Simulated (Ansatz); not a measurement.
# CH7NOSi2: a ladder of functionals and wavefunction methods

An exercise on one series of results from a longer session: the logs are not shown, and one member is left open.

The runs use Ansatz 0.2.0, Gaussian basis; functionals in def2-TZVPP, the program's frozen cores in correlated methods.

The runs, in order: PBE-D4, r2SCAN-D4, PBE0-D4, B3LYP-D4, ωB97X-V, ωB97M-V, B2PLYP; CCSD(T)/def2-TZVPP; MP2/def2-QZVPP; extrapolation to the limit.

## Structure used throughout

The geometry comes from an earlier relaxation with PBE0-D4 in a triple-zeta def2 set; it is a stationary point, not always the lowest conformer.

SMILES `C=N[SiH2]O[SiH3]`, 12 atoms, charge 0, spin multiplicity 1.

Atoms are counted from 1 here; the program's logs count them from 0.

Bond lengths: C1–N2 1.257 Å, C1–H6 1.096 Å, C1–H7 1.101 Å, N2–Si3 1.727 Å, Si3–O4 1.637 Å, Si3–H8 1.479 Å, Si3–H9 1.483 Å, O4–Si5 1.634 Å, Si5–H10 1.485 Å, Si5–H11 1.484 Å, Si5–H12 1.487 Å. Angles: N2–C1–H6 120.4°, N2–C1–H7 124.1°, H6–C1–H7 115.6°, C1–N2–Si3 126.9°, N2–Si3–O4 113.6°, N2–Si3–H8 107.0°, N2–Si3–H9 106.9°, O4–Si3–H8 108.3°, O4–Si3–H9 109.5°, H8–Si3–H9 111.5°, Si3–O4–Si5 146.8°, O4–Si5–H10 109.1°, O4–Si5–H11 109.4°, O4–Si5–H12 110.3°, H10–Si5–H11 109.4°, H10–Si5–H12 109.2°, H11–Si5–H12 109.5°.

Set-up of the first run:

Input file in.yaml:

```yaml
crystal:
  periodic: [false, false, false]
  atoms:
    - {symbol: C, position_ang: [-1.672647, 1.574377, 0.462121]}
    - {symbol: N, position_ang: [-1.434330, 1.272550, -0.734209]}
    - {symbol: Si, position_ang: [-0.428772, -0.012998, -1.299154]}
    - {symbol: O, position_ang: [0.247721, -0.893097, -0.095687]}
    - {symbol: Si, position_ang: [1.594446, -1.212683, 0.772958]}
    - {symbol: H, position_ang: [-2.332700, 2.416881, 0.700080]}
    - {symbol: H, position_ang: [-1.255727, 1.038465, 1.328279]}
    - {symbol: H, position_ang: [-1.284746, -0.909488, -2.106921]}
    - {symbol: H, position_ang: [0.639703, 0.604346, -2.122116]}
    - {symbol: H, position_ang: [1.373251, -0.798880, 2.182366]}
    - {symbol: H, position_ang: [1.875539, -2.668857, 0.726369]}
    - {symbol: H, position_ang: [2.755364, -0.465816, 0.219913]}
basis:
  gaussian: {orbitals: def2-TZVPP}
hamiltonian: {xc: pbe, dispersion: d4}
output: {forces: true, orbitals: {seedname: orbitals}}
```

Started as:

```sh
ansatz run in.yaml --threads 4 --pin off --events-out ev --progress --plain --max-ram 10444MiB
```

Among the steps run: PBE-D4 (GGA); r2SCAN-D4 (meta-GGA); PBE0-D4 (hybrid); B3LYP-D4 (hybrid); ωB97X-V (range-separated); ωB97M-V (range-separated); B2PLYP (double hybrid); CCSD(T) in def2-TZVPP; MP2 in def2-QZVPP.

One of the session's tables, all rows but one given; the rest of the session is left out.

It belongs to the step «Atomisation energies». 

```
            method  atomisation energy (kcal/mol)
            PBE-D4                         1039.9
         r2SCAN-D4                              ?
           PBE0-D4                         1023.7
          B3LYP-D4                         1036.8
           ωB97X-V                         1040.6
           ωB97M-V                         1038.0
            B2PLYP                         1024.8
     HF/def2-TZVPP                          753.5
    MP2/def2-TZVPP                         1018.4
   CCSD/def2-TZVPP                          992.6
CCSD(T)/def2-TZVPP                         1006.5
           MP2/CBS                         1048.7
       CCSD(T)/CBS                         1036.8
```

Estimate the missing values for r2SCAN-D4.

The run gave: atomisation energy (kcal/mol): 1031.5. In the column «atomisation energy (kcal/mol)» it lies between B2PLYP (1024.8) and B3LYP-D4 (1036.8).

Limits of these values: Free atoms (1 C, 1 N, 2 Si, 1 O, 7 H) were run apart at each level; the atomisation energy is their sum less the molecule, without zero-point or spin-orbit terms.
